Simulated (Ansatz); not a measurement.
# ZrSiRu: properties at the relaxed cell

One table from this session's results is given with a row withheld; the runs are named, their logs left out.

Program: Ansatz 0.2.0. Level of theory: DFT r2SCAN, scalar-relativistic, plane waves, PAW. These are calculated values, not measurements.

2 further runs of the same task are left out: 2 set aside as unsound or not needed.

### The structure to begin with

It takes space group P-62m (No. 189, hexagonal). Conventional cell: a = 6.675 Å, b = 6.675 Å, c = 3.701 Å, α = 90.00°, β = 90.00°, γ = 120.00°. Zr (site symmetry m2m) is surrounded by 5 Si at 2.73 to 2.77 Å and 6 Ru at 2.93 to 3.04 Å. Around Si (site symmetry -62m) lie 6 Ru at 2.47 Å and 3 Zr at 2.77 Å. Si (site symmetry -6) is surrounded by 3 Ru at 2.57 Å and 6 Zr at 2.73 Å. Around Ru (site symmetry m2m) lie 4 Si at 2.47 to 2.57 Å and 2 Ru at 2.82 Å.

Structure file:

```cif
data_structure
_symmetry_space_group_name_H-M 'P-62m'
_symmetry_Int_Tables_number 189
_cell_length_a 6.6754
_cell_length_b 6.6754
_cell_length_c 3.7013
_cell_angle_alpha 90.000
_cell_angle_beta 90.000
_cell_angle_gamma 120.000
_cell_volume 142.84
loop_
_atom_site_label
_atom_site_type_symbol
_atom_site_symmetry_multiplicity
_atom_site_Wyckoff_symbol
_atom_site_fract_x
_atom_site_fract_y
_atom_site_fract_z
_atom_site_occupancy
Zr1 Zr 3 g 0.58544 0.00000 0.50000 1
Si1 Si 1 b 0.00000 0.00000 0.50000 1
Si2 Si 2 c 0.33333 0.66667 0.00000 1
Ru1 Ru 3 f 0.24423 0.00000 0.00000 1
```

It is the result of an earlier relaxation at this level (volume 15.87 Å³/atom; gap on the mesh: none (metal)).

Set-up of the first run:

Contents of input.yaml:

```yaml
crystal:
  lattice:
    - [6.6079934186, 0.0, 0.0]
    - [-3.3039967093, 5.7226901686, 0.0]
    - [0.0, 0.0, 3.6639262083]
  atoms:
    - { symbol: Zr, position: [0.5854380034, 0.0, 0.5] }
    - { symbol: Zr, position: [0.4145619966, 0.4145619966, 0.5] }
    - { symbol: Zr, position: [0.0, 0.5854380034, 0.5] }
    - { symbol: Si, position: [0.0, 0.0, 0.5] }
    - { symbol: Si, position: [0.3333333333, 0.6666666667, 0.0] }
    - { symbol: Si, position: [0.6666666667, 0.3333333333, 0.0] }
    - { symbol: Ru, position: [0.2442292056, 0.0, 0.0] }
    - { symbol: Ru, position: [0.7557707944, 0.7557707944, 0.0] }
    - { symbol: Ru, position: [0.0, 0.2442292056, 0.0] }
basis:
  ecutwfc: 500
kpoints:
  mp_grid: { grid: [6, 6, 10] }
hamiltonian:
  xc: r2scan
scf:
  occupations: { method: gaussian, width: 0.1 }
output:
  forces: true
  stress: true
  eigenvalues: true
relax:
  adjacent_minimum: "off"
  f_tol: 0.01
  max_steps: 30
  cell: { stress_tol: 0.1, fix: [volume] }
```

On the command line:

```bash
$ ansatz run input.yaml --threads 2 --pin off --max-ram 5120MiB --backend cpu --events-out ev --progress --plain --runs-dir out
```

Steps of the session up to this table: Volume × 0.97; Point at V/V0 = 1.03; Volume × 0.94; The cell scaled to 1.06 of its volume; Volume × 0.91; The cell scaled to 1.10 of its volume.

One of the session's tables, all rows but one given; the rest of the session is left out.

It belongs to the step «Energy against volume». 

```
volume (Å³/atom)  energy above the lowest point (meV/atom)  pressure (GPa)
          14.443                                      95.9           23.27
          14.919                                      40.4           14.29
          15.395                                         ?               ?
          15.871                                       0.0            0.02
          16.347                                       8.5           -5.59
          16.823                                      32.4          -10.38
          17.458                                      84.3          -15.67
```

**Question.** Estimate the row for volume (Å³/atom) = 15.395.

Worked estimate for «energy above the lowest point (meV/atom)». A straight line through the neighbours (14.919, 40.4) and (15.871, 0.0) gives 40.4 + (0.0 − 40.4) × (15.395 − 14.919) / (15.871 − 14.919) = 20.2; a parabola fitted to 4 rows on both sides gives 9.5.

**Answer.** energy above the lowest point (meV/atom): 9.6; pressure (GPa): 6.60. In «energy above the lowest point (meV/atom)» the line misses by +10.6 and the parabola by -0.1.
